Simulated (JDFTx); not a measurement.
Crystal: MgI2.

```
I Mg
1.0
     4.14000    0.00000    0.00000
    -2.07000    3.58535    0.00000
     0.00000    0.00000    6.88000
I Mg
2 1
Cartesian
  2.0700 1.1951 5.1600
  0.0000 2.3902 1.7200
  0.0000 0.0000 0.0000
```

| Item | Value |
| --- | --- |
| Program | JDFTx 1.7.0 (patched build) |
| Task | single point |
| Functional | PBEsol |
| Potentials or basis | PseudoDojo-SR-PBEsol-0.4.1-standard with smoothed tails |
| Cutoff | 1143 eV |
| Density cutoff | 9143 eV |
| k mesh | 8 × 8 × 4 |
| Occupations | fermi-dirac, width 0.05 eV |
| Spin | no spin polarisation |

On this cell: pressure -0.8 GPa; largest force 0.284 eV/Å; band gap on the k mesh 3.44 eV, indirect (least direct gap 3.51 eV).

The same run follows on a disturbed copy (atoms moved at random, drawn with an rms of 0.05 Å):

```
CELL_PARAMETERS angstrom
4.14000 0.00000 0.00000
-2.07000 3.58535 0.00000
0.00000 0.00000 6.88000
ATOMIC_POSITIONS crystal
I 0.67456 0.33874 0.75551
I 0.32841 0.65899 0.24284
Mg 0.00027 0.99399 0.99518
```

Problem. What does the disturbed cell give?

Solution. The energy moves by -3.8 meV/atom; pressure -0.1 GPa; largest force 0.166 eV/Å; band gap on the k mesh 3.47 eV, indirect (least direct gap 3.60 eV).

Forces in eV/Å, atoms in the order of the input:
```
I   -0.019 -0.073 -0.018
I    0.029  0.021 -0.139
Mg  -0.010  0.052  0.157
```

Stress tensor (GPa, compression positive):
```
-0.20 -0.01  0.11
-0.01 -0.14  0.21
 0.11  0.21 -0.06
```

Caveats: spin-orbit coupling is left out, which moves the levels of the heavy elements; the cell's inner coordinates are idealised or old, which leaves forces on the atoms; this functional lacks dispersion, which binds the layers, so the pressure and a relaxed spacing across them are unreliable (some runs).

A k mesh can miss the band edges.
